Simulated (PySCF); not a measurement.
# C4H10Si: the cost of one run

Programs: PySCF 2.14.0, with density-fitted response routines of our own. Each step states its level of theory. These are calculated values for one molecule in the gas phase, unless marked as measured. Atoms are numbered from 0 throughout.

## (1) The starting structure

15 atoms, charge 0, multiplicity 1; geometry from: GFN2-xTB. The atoms were then displaced at random by about 0.01 Å, so the start is not that level's minimum.

Bonds of the start (Å): Si0–C1 1.94, C1–C2 1.52, C2–C3 1.47, C3–C4 1.51, C4–C2 1.48, Si0–H5 1.47, Si0–H6 1.44, Si0–H7 1.45, C1–H8 1.08, C1–H9 1.10, C2–H10 1.08, C3–H11 1.09, C3–H12 1.07, C4–H13 1.08, C4–H14 1.08.

## (2) Geometry optimisation at PBE0-D3(BJ)/def2-SVP

The job: settings as JSON, then the geometry in Å.

```
{"job": {"xc": "PBE0", "basis": "def2-SVP", "d3": "d3bj", "grid": 1, "shake": 0.01, "kind": "geom"}, "charge": 0, "multiplicity": 1}
Si     2.202740    -0.235530     0.359630
C      0.667270     0.604440    -0.468780
C     -0.557560    -0.294080    -0.483160
C     -1.364630    -0.394060     0.742640
C     -1.920940     0.286210    -0.491230
H      3.304460     0.730820     0.312470
H      2.540590    -1.433630    -0.372970
H      1.880590    -0.537260     1.740290
H      0.915100     0.893140    -1.475720
H      0.422050     1.532910     0.065060
H     -0.403940    -1.204900    -1.037120
H     -1.807350    -1.355760     1.019020
H     -1.169590     0.225390     1.588790
H     -2.705550    -0.192710    -1.051150
H     -2.018590     1.357640    -0.455010
```

On the command line:

```sh
> OMP_NUM_THREADS=1 python probes_run.py task.json out
```

The driver reads the jobs from task.json and runs them one after another.

Q: Estimate the wall time and peak memory of this first job on 1 thread of Arm Neoverse V2, shared host.

About 24 s, with a peak of 0.53 GiB.
